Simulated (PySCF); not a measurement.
# C2H6B2Si: electronic excitations and core binding energies

Aim: predict the electronic excitations and core binding energies of C2H6B2Si (`BBC#C[SiH3]`).

Computed with PySCF 2.14.0, with density-fitted response routines of our own, on a single molecule in the gas phase. Atoms count from 0, in the outputs and in this text.

### 1 The molecule as given

11 atoms, charge 0, multiplicity 1; geometry from: GFN2-xTB.

Bonds of the start (Å): B0–B1 1.63, B1–C2 1.50, C2–C3 1.22, C3–Si4 1.84, B0–H5 1.17, B0–H6 1.17, B1–H7 1.18, Si4–H8 1.47, Si4–H9 1.47, Si4–H10 1.47.

### 2 Excited states and response: CAM-B3LYP/def2-SVPD

Job settings and geometry (Å):

```
{"job": {"kind": "uv", "xc": "CAM-B3LYP", "basis": "def2-SVPD", "nstates": 8, "ntriplets": 3}, "charge": 0, "multiplicity": 1}
B      2.830350     0.370923    -0.054286
B      1.676862    -0.711160    -0.436920
C      0.223218    -0.431680    -0.189925
C     -0.949711    -0.178629     0.011655
Si    -2.730913     0.207227     0.298470
H      3.379179     0.375049     0.983063
H      3.189290     1.197069    -0.806841
H      1.920786    -1.753177    -0.930017
H     -2.842012     1.064942     1.482530
H     -3.466627    -1.043578     0.508406
H     -3.224998     0.905684    -0.892098
```

Method: TDDFT CAM-B3LYP/def2-SVPD, vertical, gas phase, core orbitals frozen in the response.

Command:

```
$ OMP_NUM_THREADS=1 python probes_run.py task.json out
```

This one command runs all jobs of the session in turn.

Log:

```text
coarse grid: 9688 points
cycle   1  E = -418.5457693573  dE =  2.514e-01  |g| = 2.764e-01  |ddm| = 1.183e+01
cycle   2  E = -418.5606392642  dE = -1.487e-02  |g| = 2.025e-01  |ddm| = 1.843e+00
cycle   3  E = -418.5719286214  dE = -1.129e-02  |g| = 6.247e-02  |ddm| = 5.016e-01
cycle   4  E = -418.5725730396  dE = -6.444e-04  |g| = 4.069e-02  |ddm| = 1.620e-01
cycle   5  E = -418.5729940188  dE = -4.210e-04  |g| = 4.879e-03  |ddm| = 7.867e-02
cycle   6  E = -418.5730026774  dE = -8.659e-06  |g| = 7.078e-04  |ddm| = 1.953e-02
final grid: 88992 points
cycle   7  E = -418.6390925449  dE = -1.489e-05  |g| = 1.250e-03  |ddm| = 1.094e-01
cycle   8  E = -418.6390928086  dE = -2.637e-07  |g| = 1.053e-03  |ddm| = 1.052e-02
cycle   9  E = -418.6390931242  dE = -3.156e-07  |g| = 3.289e-04  |ddm| = 1.840e-03
cycle  10  E = -418.6390931489  dE = -2.473e-08  |g| = 1.507e-04  |ddm| = 7.395e-04
cycle  11  E = -418.6390931562  dE = -7.318e-09  |g| = 3.064e-05  |ddm| = 3.070e-04
cycle  12  E = -418.6390931569  dE = -6.996e-10  |g| = 9.511e-06  |ddm| = 1.588e-04
converged SCF energy = -418.6390931569

Static polarisability (au): isotropic 82.381, principal 60.772 66.369 120.002

Singlet excitations
state   eV       nm        f      main configurations
  1   3.7070    334.5   0.00037   H->L 0.97
  2   4.7890    258.9   0.00102   H->L+1 0.74, H-2->L+1 0.16
  3   5.3434    232.0   0.12834   H-1->L 0.69, H->L+3 0.12
  4   5.7854    214.3   0.00480   H-2->L 0.80
  5   5.9251    209.3   0.00087   H-1->L+1 0.55, H-3->L+1 0.34
  6   6.4948    190.9   0.00075   H-3->L+1 0.47, H-1->L+1 0.20, H-1->L+3 0.17
  7   6.6353    186.9   0.05638   H-2->L+1 0.64, H->L+1 0.21
  8   6.9989    177.1   0.00576   H-6->L 0.56, H-1->L+3 0.12

Triplet excitations (Tamm-Dancoff, eV): 3.3616 3.9111 4.1595
```

Wall time 33 s (1 thread of Arm Neoverse N1, shared host); peak memory 0.65 GiB.

Frontier orbitals and where they lie:

| orbital | eV | atoms |
| --- | --- | --- |
| HOMO−3 | -11.57 | B0 42 %, H5 20 %, H6 20 % |
| HOMO−2 | -11.00 | B0 28 %, B1 24 %, C2 14 % |
| HOMO−1 | -9.86 | C2 38 %, C3 35 %, B1 8 % |
| HOMO | -8.96 | C3 34 %, C2 27 %, B1 12 % |
| LUMO | -1.19 | B1 33 %, C3 20 %, C2 19 % |
| LUMO+1 | -0.67 | B0 50 %, B1 18 %, H6 10 % |
| LUMO+2 | 1.00 | Si4 32 %, B1 20 %, B0 15 % |

With each of the 8 states as a Gaussian band of 0.4 eV half-width at 1/e, the curve within the window shown has maxima at 232 nm (ε 5,300), 187 nm (ε 2,400) L/(mol cm). Beyond the last state computed it falls off for lack of states. The curve at chosen wavelengths:

| nm | ε (L/mol/cm) |
| --- | --- |
| 170 | 279 |
| 179 | 1555 |
| 188 | 2385 |
| 197 | 1225 |
| 207 | 734 |
| 216 | 2148 |
| 225 | 4473 |
| 234 | 5196 |
| 243 | 3677 |
| 252 | 1757 |
| 262 | 553 |
| 271 | 164 |
| 280 | 47 |
| 289 | 16 |
| 298 | 8 |
| 307 | 9 |
| 317 | 12 |
| 326 | 14 |
| 335 | 15 |
| 344 | 14 |
| 353 | 12 |
| 362 | 9 |
| 372 | 6 |
| 381 | 4 |
| 390 | 3 |
| 399 | 2 |

Leading natural transition orbitals of singlet state 3: the hole lies on C2, C3 about 42 % each; the particle on B1 36 %; C3 28 %; C2 12 %.

Leading natural transition orbitals of singlet state 1: the hole lies on C3 42 %; C2 26 %; H7 9 %; the particle on B1 38 %; C3 28 %; C2 13 %.

Further results of this job:

| property | computed |
| --- | --- |
| dipole moment (D) | 0.53 |
| polarisability (Å³) | 12.21 |
| HOMO–LUMO gap (eV) | 7.77 |
| −ε(HOMO) (eV) | 8.96 |

Orbitals, density, ELF and potential are computed afterwards from the orbital file.

Frontier orbitals at CAM-B3LYP/def2-SVPD, with the share of their density that lies nearest to each atom:

| orbital | energy (eV) | lies on |
| --- | --- | --- |
| HOMO | -8.96 | C3 38 %; C2 24 %; B0, B1 about 9 % each |
| LUMO | -1.19 | B1 40 %; C3 23 %; H7 10 % |

ELF in a plane through or near 6 of the atoms.

Ten even steps from ' ' (0.00) to '@' (1.00):
```
                                                        
                                                        
                                                        
              ++@@@@%%::                                
            ==@@@@@@@@**                                
            ++@@@@@@@@##    ..::::      ::**##::        
            --%%@@@@@@**::--====++::  ..**@@@@##::      
            ..++%%##==++##**######++::::%%@@@@%%==      
            --%%%%::%%####==%%**==%%##::==@@@@##::      
            ..**@@##--%%##::%%--++@@++--++..**--        
          ..  ==--@@**++****%%++++@@::##**..::          
        ..==--++  ====..--++########::..::..::          
        ..==**==..        ::====::..--##@@%%**..        
          ::----..          ....    --%%@@@@##..        
            ....                    ::##@@%%**          
                                      ==**++::          
                                                        
                                                        
                                                        
                                                        
```
The map spans 12.2 Å across and 8.9 Å up, centred on the molecule. Atoms in the plane (x, y in Å): B0 (-2.8, -0.5), B1 (-1.7, 0.7), C2 (-0.2, 0.5), C3 (0.9, 0.2), Si4 (2.8, -0.2), H7 (-2.0, 1.9).

On the surface of density 0.002 e/bohr³ the electrostatic potential runs, from the 1st to the 99th percentile, from -0.63 V near C3 to 1.51 V near B0.

### 3 X-ray photoelectron lines: SCAN, X2C

Same as in step 2 but for these lines:

```diff
@@ -1,2 +1,2 @@
-{"job": {"kind": "uv", "xc": "CAM-B3LYP", "basis": "def2-SVPD", "nstates": 8, "ntriplets": 3}, "charge": 0, "multiplicity": 1}
+{"job": {"kind": "xps"}, "charge": 0, "multiplicity": 1}
 B      2.830350     0.370923    -0.054286
```

Method: delta-SCF UKS SCAN, pcX-2 on the ionised atom, pcseg-1 elsewhere, spin-free X2C.

Log:

```text
ground state, core basis on atom 0 (B), 135 functions
  cycle   1  E = -419.35106288  |g| = 3.57e-01
  cycle   2  E = -419.32334260  |g| = 4.54e-01
  cycle   3  E = -419.38690217  |g| = 1.41e-01
  cycle   4  E = -419.39096232  |g| = 7.19e-02
  cycle   5  E = -419.39237895  |g| = 1.92e-02
  cycle   6  E = -419.39250592  |g| = 2.60e-03
  cycle   7  E = -419.39250941  |g| = 6.00e-04
  cycle   8  E = -419.39250913  |g| = 1.63e-04
  E(ground) = -419.42846179 Eh
hole in B 1s of atom 0
  cycle   1  E = -411.78615284  |g| = 1.14e+00
  cycle   2  E = -409.59238137  |g| = 1.93e+00
  cycle   3  E = -411.88086065  |g| = 6.36e-01
  cycle   4  E = -411.99723428  |g| = 5.62e-01
  cycle   5  E = -412.05085720  |g| = 4.22e-01
  cycle   6  E = -412.16449664  |g| = 1.85e-01
  cycle   7  E = -412.12839233  |g| = 2.82e-01
  cycle   8  E = -412.18268313  |g| = 1.46e-01
  cycle   9  E = -412.13969662  |g| = 2.53e-01
  cycle  10  E = -412.18897753  |g| = 1.18e-01
  cycle  11  E = -412.17567125  |g| = 1.65e-01
  cycle  12  E = -412.16664170  |g| = 1.87e-01
  cycle  13  E = -412.18776205  |g| = 1.19e-01
  cycle  14  E = -412.19982308  |g| = 2.67e-02
  cycle  15  E = -412.20002201  |g| = 2.25e-02
  cycle  16  E = -412.19592832  |g| = 7.18e-02
  cycle  17  E = -412.19963195  |g| = 3.06e-02
  cycle  18  E = -412.20020287  |g| = 2.03e-02
  cycle  19  E = -412.20004938  |g| = 2.45e-02
  cycle  20  E = -412.20018428  |g| = 2.03e-02
  cycle  21  E = -412.20048826  |g| = 5.76e-03
  cycle  22  E = -412.20041931  |g| = 1.07e-02
  cycle  23  E = -412.20050956  |g| = 2.22e-03
  cycle  24  E = -412.20051391  |g| = 1.08e-03
  cycle  25  E = -412.20051457  |g| = 5.15e-04
  cycle  26  E = -412.20051494  |g| = 2.29e-04
  E(ion) = -412.23536209 Eh   <S^2> = 1.2464   hole on atom = 1.000   binding energy = 195.734 eV
ground state, core basis on atom 1 (B), 135 functions
  cycle   1  E = -419.39361076  |g| = 4.91e-02
  cycle   2  E = -419.39319026  |g| = 4.39e-02
  cycle   3  E = -419.39305405  |g| = 4.97e-02
  cycle   4  E = -419.39375453  |g| = 9.40e-03
  cycle   5  E = -419.39377888  |g| = 1.39e-03
  cycle   6  E = -419.39377844  |g| = 2.19e-04
  E(ground) = -419.42962390 Eh
hole in B 1s of atom 1
  cycle   1  E = -411.78653152  |g| = 1.16e+00
  cycle   2  E = -409.46208837  |g| = 1.98e+00
  cycle   3  E = -411.77074035  |g| = 7.58e-01
  cycle   4  E = -412.04686864  |g| = 5.29e-01
  cycle   5  E = -412.19183521  |g| = 1.47e-01
  cycle   6  E = -412.21129661  |g| = 3.92e-02
  cycle   7  E = -412.21279991  |g| = 1.36e-02
  cycle   8  E = -412.21298555  |g| = 1.37e-02
  cycle   9  E = -412.21314597  |g| = 6.15e-03
  cycle  10  E = -412.21324577  |g| = 7.09e-03
  cycle  11  E = -412.21335852  |g| = 5.26e-03
  cycle  12  E = -412.21342424  |g| = 3.25e-03
  cycle  13  E = -412.21343894  |g| = 1.17e-03
  cycle  14  E = -412.21344061  |g| = 4.91e-04
  E(ion) = -412.24906851 Eh   <S^2> = 0.9176   hole on atom = 1.000   binding energy = 195.393 eV
ground state, core basis on atom 2 (C), 135 functions
  cycle   1  E = -419.40470526  |g| = 6.02e-02
  cycle   2  E = -419.40349164  |g| = 6.98e-02
  cycle   3  E = -419.40384600  |g| = 5.99e-02
  cycle   4  E = -419.40486180  |g| = 1.67e-03
  cycle   5  E = -419.40486296  |g| = 3.49e-04
  E(ground) = -419.44073840 Eh
hole in C 1s of atom 2
  cycle   1  E = -408.16207880  |g| = 1.51e+00
  cycle   2  E = -406.28390232  |g| = 2.26e+00
  cycle   3  E = -408.61089108  |g| = 4.51e-01
  cycle   4  E = -408.70989441  |g| = 2.47e-01
  cycle   5  E = -408.74264679  |g| = 9.22e-02
  cycle   6  E = -408.74656785  |g| = 4.84e-02
  cycle   7  E = -408.74785768  |g| = 1.24e-02
  cycle   8  E = -408.74806627  |g| = 5.84e-03
  cycle   9  E = -408.74820520  |g| = 3.39e-03
  cycle  10  E = -408.74824139  |g| = 1.42e-03
  cycle  11  E = -408.74824633  |g| = 8.05e-04
  cycle  12  E = -408.74824743  |g| = 4.87e-04
  E(ion) = -408.78250982 Eh   <S^2> = 0.8336   hole on atom = 1.000   binding energy = 290.025 eV
ground state, core basis on atom 3 (C), 135 functions
  cycle   1  E = -419.40467344  |g| = 6.54e-02
  cycle   2  E = -419.40255929  |g| = 9.46e-02
  cycle   3  E = -419.40416666  |g| = 5.29e-02
  cycle   4  E = -419.40494187  |g| = 8.48e-03
  cycle   5  E = -419.40496777  |g| = 1.45e-03
  cycle   6  E = -419.40496811  |g| = 2.09e-04
  E(ground) = -419.44070824 Eh
hole in C 1s of atom 3
  cycle   1  E = -408.15583478  |g| = 1.51e+00
  cycle   2  E = -405.03259460  |g| = 2.56e+00
  cycle   3  E = -408.43499539  |g| = 6.29e-01
  cycle   4  E = -408.64348668  |g| = 4.06e-01
  cycle   5  E = -408.69574776  |g| = 3.29e-01
  cycle   6  E = -408.74859021  |g| = 4.63e-02
  cycle   7  E = -408.75011709  |g| = 1.48e-02
  cycle   8  E = -408.75043115  |g| = 8.82e-03
  cycle   9  E = -408.75068583  |g| = 5.65e-03
  cycle  10  E = -408.75077124  |g| = 2.57e-03
  cycle  11  E = -408.75077748  |g| = 1.11e-03
  cycle  12  E = -408.75077944  |g| = 4.10e-04
  E(ion) = -408.78526364 Eh   <S^2> = 0.8558   hole on atom = 1.000   binding energy = 289.949 eV
ground state, core basis on atom 4 (Si), 146 functions
  cycle   1  E = -419.49430921  |g| = 2.87e-01
  cycle   2  E = -419.49294100  |g| = 8.17e-02
  cycle   3  E = -419.48253485  |g| = 2.05e-01
  cycle   4  E = -419.49458341  |g| = 1.49e-02
  cycle   5  E = -419.49461830  |g| = 1.58e-03
  cycle   6  E = -419.49461949  |g| = 4.75e-04
  E(ground) = -419.48846661 Eh
hole in Si 1s of atom 4
  cycle   1  E = -350.55288881  |g| = 4.35e+00
  cycle   2  E = -348.32681447  |g| = 2.62e+00
  cycle   3  E = -340.18882029  |g| = 3.15e+00
  cycle   4  E = -351.50862789  |g| = 3.97e-01
  cycle   5  E = -351.57628017  |g| = 2.31e-01
  cycle   6  E = -351.60465015  |g| = 1.00e-01
  cycle   7  E = -351.60944623  |g| = 3.53e-02
  cycle   8  E = -351.61016366  |g| = 7.46e-03
  cycle   9  E = -351.61019494  |g| = 3.77e-03
  cycle  10  E = -351.61020260  |g| = 1.23e-03
  cycle  11  E = -351.61020417  |g| = 4.23e-04
  E(ion) = -351.61242659 Eh   <S^2> = 0.7523   hole on atom = 1.000   binding energy = 1847.001 eV
hole in Si 2p of atom 4
  cycle   1  E = -415.21073262  |g| = 1.23e+00
  cycle   2  E = -413.23561151  |g| = 1.79e+00
  cycle   3  E = -414.80114333  |g| = 9.69e-01
  cycle   4  E = -415.44955726  |g| = 3.99e-01
  cycle   5  E = -415.52713152  |g| = 1.12e-01
  cycle   6  E = -415.53431935  |g| = 3.28e-02
  cycle   7  E = -415.53506351  |g| = 1.24e-02
  cycle   8  E = -415.53516090  |g| = 5.25e-03
  cycle   9  E = -415.53518009  |g| = 1.27e-03
  cycle  10  E = -415.53518263  |g| = 6.63e-04
  cycle  11  E = -415.53518364  |g| = 4.75e-04
  E(ion) = -415.54050665 Eh   <S^2> = 0.7521   hole on atom = 1.002   binding energy = 107.429 eV
  2p3/2 = 107.206 eV   2p1/2 = 107.829 eV
```

Run time: 81 s. Hardware: 1 thread of Arm Neoverse N1, shared host; peak memory 0.47 GiB.

The holes in one table. −ε is the ground-state orbital energy:

| hole | stands for | environment | ΔSCF (eV; 2p as the shell's mean) | −ε (eV) | ⟨S²⟩ |
| --- | --- | --- | --- | --- | --- |
| B1s on B0 | B0 | boron bonded to B, 2 H | 195.73 (doubtful) | 180.1 | 1.246 |
| B1s on B1 | B1 | boron bonded to C, B, H | 195.39 (doubtful) | 180.1 | 0.918 |
| C1s on C2 | C2 | alkyne carbon | 290.03 | 273.6 | 0.834 |
| C1s on C3 | C3 | alkyne carbon | 289.95 (doubtful) | 273.7 | 0.856 |
| Si1s on Si4 | Si4 | silicon bonded to C, 3 H | 1847.00 | 1793.8 | 0.752 |
| Si2p on Si4 | Si4 | silicon bonded to C, 3 H | 107.41 | 96.6 | 0.752 |

Doubtful: the ion did not converge, its hole moved, or its ⟨S²⟩ is well above 0.75.

With the spin-orbit splitting: Si4 2p3/2 107.21, 2p1/2 107.83 eV. The table gives each 2p level as the mean over the whole 2p shell (two parts 2p3/2, one part 2p1/2), which differs a little from the single hole in the log.

### 4 Results

| quantity | value |
| --- | --- |
| lowest singlet (CAM-B3LYP/def2-SVPD) | 3.71 eV (334 nm), f = 0.000 |
| brightest single state of those computed | state 3, 5.34 eV, f = 0.128 |
| lowest triplet | 3.36 eV |
| surface potential, 1st and 99th percentile | -0.63 V and 1.51 V |
| C1s binding energies, SCAN/pcX-2 (standing for 1 of 2 atoms) | C2 290.03 eV |
| Si1s binding energies, SCAN/pcX-2 | Si4 1847.00 eV |
| Si2p binding energies, SCAN/pcX-2 | Si4 107.41 eV |

What this shows: The first singlet state (HOMO→LUMO 0.97) lies at 3.71 eV and is dark; of the 8 states computed, the strongest absorption comes from state 3 at 5.34 eV. The lowest triplet lies 0.35 eV below the lowest singlet (triplets in Tamm-Dancoff, singlets in full TDDFT). At CAM-B3LYP/def2-SVPD, counted by nearest atom on the grid, the HOMO lies on C3 38 %; C2 24 %, the LUMO on B1 40 %; C3 23 %.
